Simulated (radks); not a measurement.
**Ru²⁺ in [Ar] 3d10 4s1 4p6 4d6 5d1: an all-electron calculation**

The task here is to estimate one member of a computed series from the others.

Method: Dirac Kohn-Sham, PBEsol, spin-unpolarised, spherical densities, point nucleus; open shells fill j = l - 1/2 first. Code: radks (a radial shooting solver on a logarithmic mesh, Libxc functionals) version 1.

**The system**

* element: ruthenium (Z = 44)
* charge: +2
* electrons: 42
* configuration: [Ar] 3d10 4s1 4p6 4d6 5d1

Set-up of the first run:

The run's settings:

```text
Z 44
configuration [Ar] 3d10 4s1 4p6 4d6 5d1
relativity Dirac
functional pbe_sol,pbe_sol
spin unpolarised
j_filling energy
nucleus point
c 137.035999084
```

Run with:

```bash
> python run_ks.py task.json out
```

The same process makes all the runs of this session.

One of the session's tables, all rows but one given; the rest of the session is left out.

It belongs to the step «Shells». From the orbitals of this run (lengths in bohr):

| level | <r> | outermost maximum (interpolated) | 90 % within | nodes |
| --- | --- | --- | --- | --- |
| 1s1/2 | 0.03345 | 0.0217 | 0.0600 | 0 |
| 2s1/2 | 0.1454 | 0.123 | 0.225 | 1 |
| 2p1/2 | 0.1236 | 0.0955 | 0.202 | 0 |
| 2p3/2 | 0.1284 | 0.0995 | 0.209 | 0 |
| 3s1/2 | 0.4026 | 0.362 | 0.594 | 2 |
| 3p1/2 | 0.3957 | 0.349 | 0.598 | 1 |
| 3p3/2 | 0.4063 | 0.358 | 0.613 | 1 |
| 3d3/2 | 0.3819 | 0.299 | 0.608 | 0 |
| 3d5/2 | 0.3854 | 0.302 | 0.613 | 0 |
| 4s1/2 | ? | ? | ? | ? |
| 4p1/2 | 1.082 | 0.957 | 1.59 | 2 |
| 4p3/2 | 1.110 | 0.981 | 1.64 | 2 |
| 4d3/2 | 1.414 | 1.15 | 2.19 | 1 |
| 4d5/2 | 1.426 | 1.16 | 2.21 | 1 |
| 5d3/2 | 4.543 | 4.15 | 6.54 | 2 |
| 5d5/2 | 4.564 | 4.17 | 6.57 | 2 |

**Question.** Estimate the row for 4s1/2.

The run gave: <r>: 1.006; outermost maximum (interpolated): 0.909; 90 % within: 1.46; nodes: 3. In the column «<r>» it lies between 3p3/2 (0.4063) and 4p1/2 (1.082).
